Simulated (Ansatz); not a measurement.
TaV:

```
Ta V
1.0
     1.60670   -2.30777    0.00000
     1.60670    2.30777    0.00000
     0.00000    0.00000    4.34136
Ta V
1 1
Direct
  0.00000 0.00000 0.00000
  0.50000 0.50000 0.50000
```

The cell comes from a database or a generator and needn't be the stable form of this composition.

- Program: Ansatz 0.2.0
- Task: relaxation of cell and atoms
- Functional: LDA
- Potentials or basis: all-electron LAPW, scalar-relativistic
- Basis error allowed: 0.001 eV/atom
- k mesh: 7 × 7 × 5
- Occupations: fermi-dirac, width 0.05 eV
- Spin: collinear spin, ferromagnetic start
- Starting moments: [0.0, 2.0] μB

At the start: volume 16.10 Å³/atom.

Question: How do energy, volume and symmetry change on relaxing?

Answer: Over 8 steps the energy falls by 46.0 meV/atom and the volume is 15.00 Å³/atom (-6.8 %); space group Cmmm (No. 65, to 0.05 Å); moment 0.00 μB per cell.

Step by step:
| step | energy change (eV) | largest force (eV/Å) | volume (Å³) |
| --- | --- | --- | --- |
| 1 | 0.0000 | 0.0000 | 32.19 |
| 2 | -0.0094 | 0.0000 | 28.18 |
| 3 | -0.0909 | 0.0000 | 30.21 |
| 4 | -0.0918 | 0.0000 | 30.02 |
| 5 | -0.0919 | 0.0000 | 30.00 |
| 6 | -0.0920 | 0.0000 | 30.00 |
| 7 | -0.0920 | 0.0000 | 30.01 |
| 8 | -0.0920 | 0.0000 | 30.01 |

Final structure:
```
CELL_PARAMETERS angstrom
1.56313 -2.26265 0.00000
1.56313 2.26265 0.00000
0.00000 0.00000 4.24238
ATOMIC_POSITIONS crystal
Ta 0.00000 0.00000 0.00000
V 0.50000 0.50000 0.50000
```

Caveat: the k mesh is thin for a metal, which can move the energy by tens of meV per atom; the starting moments weren't kept.
